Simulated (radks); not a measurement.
# W in [Xe] 4f14 5d4 6s1 6d1: an all-electron calculation

What are the levels of neutral tungsten, how large are its shells, and how does its energy divide?

Program: radks (a radial shooting solver on a logarithmic mesh, Libxc functionals) version 1. Level of theory: Dirac Kohn-Sham, PBEsol, spin-unpolarised, spherical densities, point nucleus; open shells fill j = l - 1/2 first. These are calculated values, not measurements, unless marked.

### Step 1. The atom as given

| Property | Result |
| --- | --- |
| element | tungsten (Z = 74) |
| charge | 0 |
| electrons | 74 |
| configuration | [Xe] 4f14 5d4 6s1 6d1 |

### Step 2. The run

Input:

```text
Z 74
configuration [Xe] 4f14 5d4 6s1 6d1
relativity Dirac
functional pbe_sol,pbe_sol
spin unpolarised
j_filling energy
nucleus point
c 137.035999084
```

On the command line:

```bash
$ python run_ks.py task.json out
```

This one command runs every case of the session in turn.

Q: Predict the outcome of this run.

The runs gave:

```
                        quantity                   value
                    total energy     -16160.9066 hartree
exchange-correlation share of it                  1.98 %
                            −T/E                  1.1268
          highest occupied level        6d3/2, -0.714 eV
    most extended occupied level  6d3/2, <r> = 10.6 bohr
 radius at density 0.001 e/bohr³               4.36 bohr
    maxima of the radial density                       5
```

The radial density shows 5 maxima for 6 occupied principal shells; where shells overlap, one shows as a shoulder or not at all. Relativity lifts −T/E to 1.127. This is not the tabulated ground configuration, so its levels and sizes aren't those of the ground state, and no measured value stands beside it.
